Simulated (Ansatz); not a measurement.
## ZrRh₃, space group Pm-3m: a check of PAW against all-electron LAPW, step by step

With the Python package of Ansatz (0.2.0).

Typed at the interpreter:
```pycon
>>> import ansatz as az
>>> import numpy as np
>>> import pandas as pd
>>> def count_gap(report):
...     # lowest empty less highest filled band, counting bands; zero where they overlap
...     return max(report.get("gap_by_band_count_ev") or 0.0, 0.0)
...
>>> lattice = az.Lattice.of(
...     (3.927, 0.0, 0.0),
...     (0.0, 3.927, 0.0),
...     (0.0, 0.0, 3.927),
... )
>>> sites = [
...     ("Zr", (0.0, 0.0, 0.0)),
...     ("Rh", (0.0, 0.5, 0.5)),
...     ("Rh", (0.5, 0.0, 0.5)),
...     ("Rh", (0.5, 0.5, 0.0)),
... ]
>>> structure = az.Crystal(lattice=lattice)
>>> for symbol, position in sites:
...     structure = structure.atom(symbol, position)
...
>>> structure.resolved().sites[-1]
Site(symbol='Rh', position=(0.5, 0.5, 0.0), moment=None, axis=None, held=None, saved=None)
>>> setup = (
...     structure.calculation()
...     .scf(tolerance=1e-09, max_iterations=60)
...     .kpoints(length=27)
...     .occupations("Fermi-Dirac", width=0.3)
...     .functional(az.Functional.PBESOL)
...     .stress()
...     .forces()
...     .band_table()
... )
>>> variants = {
...     "PAW": setup.pseudopotentials("paw"),
...     "LAPW": setup.pseudopotentials("all_electron", lapw=True),
... }
>>> # totals differ by the cores that each treatment holds, so compare what does not depend on them
>>> rows = []
>>> for label, variant in variants.items():
...     r = variant.run(threads=1).report
...     levels = np.array(r["eigenvalues_ev"][0]) - r["fermi_energy_ev"]
...     print(label, "levels at the first k-point near E_F:", np.round(levels[np.abs(levels) < 5], 3))
...     rows.append((label, r["n_electrons"], np.trace(r["stress_gpa"]) / 3, count_gap(r)))
...
DeckWarning: basis.ecutwfc = 420 eV, auto-derived from the records' recommended cutoffs: set by Zr (normal level)
DeckWarning: output.stress: scf.convergence.dr2_threshold = 1e-9 eV is looser than the 4e-10 eV advised for a printed stress (1e-10 eV for each atom of the cell: 4). What an SCF threshold leaves in a stress goes as its square root, and in the free energy as the threshold itself, and one threshold admits the most on a [...]
PAW levels at the first k-point near E_F: [-4.984 -4.984 -4.984 -2.165 -2.165 -2.165 -0.358 -0.358  0.538  1.01
  1.01   1.01   3.69   3.69   3.69   3.713  3.713]
LAPW levels at the first k-point near E_F: [-4.985 -4.985 -4.985 -2.164 -2.164 -2.164 -0.357 -0.357  0.54   1.011
  1.011  1.011  3.687  3.687  3.687  3.716  3.716]
>>> print(pd.DataFrame(rows, columns=["treatment", "electrons in bands", "P GPa", "gap by band count eV"]).round(4).to_string(index=False))
treatment  electrons in bands   P GPa  gap by band count eV
      PAW                63.0 -1.8552                   0.0
     LAPW               111.0 -1.8539                   0.0
```

PAW gives -1.855 GPa and LAPW -1.854 GPa, 0.001 GPa apart. They took 2.3 and 43.3 s of processor time.

Notes:
- The settings weren't tested for convergence.
- For a metal this k-point mesh is coarse: on a finer one energies can move by several to tens of meV an atom and pressures by half a GPa or more, differences at one mesh by less.
- A Fermi-Dirac width this large means warm electrons, whose thermal share enters the free energy.
- A gap by band count of zero or less means overlapping bands, a metal, and at an odd count of electrons it is no gap at all.
- The starting cell is as deposited in a crystallographic database; the results hold for this polymorph, which needn't be the stable one.
- Levels are Kohn-Sham eigenvalues on this mesh, without spin-orbit coupling.
- Warnings are shown shortened and without file and line.
- Pressure is positive in compression; the treatments may keep other shells as core, so totals and counts of electrons can differ.
- Finished in 47 s on 1 thread of Arm Neoverse V2, on a shared host, peak memory 0.75 GiB.
